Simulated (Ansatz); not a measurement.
# TaN: the cost of one run

Method: DFT LDA, scalar-relativistic, plane waves, PAW, in Ansatz 0.2.0.

**1. The structure to begin with**

Symmetry: Fm-3m, No. 225, cubic system. The conventional cell has a = 4.348 Å, b = 4.348 Å, c = 4.348 Å, α = 90.00°, β = 90.00°, γ = 90.00°. Ta (site symmetry m-3m) is surrounded by 6 N at 2.17 Å. N (site symmetry m-3m) has 6 Ta at 2.17 Å as nearest neighbours.

As a file:

```cif
data_structure
_symmetry_space_group_name_H-M 'Fm-3m'
_symmetry_Int_Tables_number 225
_cell_length_a 4.3477
_cell_length_b 4.3477
_cell_length_c 4.3477
_cell_angle_alpha 90.000
_cell_angle_beta 90.000
_cell_angle_gamma 90.000
_cell_volume 82.18
loop_
_atom_site_label
_atom_site_type_symbol
_atom_site_symmetry_multiplicity
_atom_site_Wyckoff_symbol
_atom_site_fract_x
_atom_site_fract_y
_atom_site_fract_z
_atom_site_occupancy
Ta1 Ta 4 b 0.50000 0.00000 0.00000 1
N1 N 4 a 0.00000 0.00000 0.00000 1
```

It is the result of an earlier relaxation at this level (volume 10.27 Å³/atom; gap on the mesh: none (metal)).

**2. Plan of the line**

The energy is mapped over a normal mode and a strain (zone-centre modes of the cell shown) (x along [1 0 0], y along [0 1 0], z along [0 0 1] of the conventional cell).

- amplitude of mode 4 (425 cm⁻¹), largest displacement in the unstrained cell: 9 values from −0.244 to 0.244 Å
- equal normal strain along x, y and z: 7 values from −2.50 to 2.50 %

Nothing else is relaxed (the pattern is fixed in fractional coordinates). Energies count from the relaxed high-symmetry cell. Points are written as (first, second).

The modes come from a phonon run on the reference cell, made beforehand.

The patterns, per unit of each coordinate (Å):

```tsv
atom	x1	y1	z1
Ta1	-0.077	0.000	0.000
N2	1.000	0.000	0.000
```

**3. The run at (−0.183 Å, −2.50 %)**

Input file input.yaml:

```yaml
crystal:
  lattice:
    - [0.0, 2.1194897592, 2.1194897592]
    - [2.1194897592, 0.0, 2.1194897592]
    - [2.1194897592, 2.1194897592, 0.0]
  atoms:
    - { symbol: Ta, position: [0.4967417379, 0.5032582621, 0.5032582621] }
    - { symbol: "N", position: [0.0420914985, -0.0420914985, -0.0420914985] }
basis:
  ecutwfc: 520.0
kpoints:
  mp_grid: { grid: [18, 18, 18] }
hamiltonian:
  xc: lda
  pseudopotentials: { kind: paw, azcp: { folder: soft_1 } }
scf:
  occupations: { method: gaussian, width: 0.15 }
output:
  forces: true
  stress: true
  eigenvalues: true
```

Command:

```sh
> ansatz run input.yaml --threads 1 --pin off --max-ram 2048MiB --backend cpu --events-out ev --progress --plain --runs-dir out
```

Q: Estimate wall time and peak memory on 1 thread of AMD EPYC 7R43 (Zen 3), shared host.

About 11 s, with a peak of 0.52 GiB.
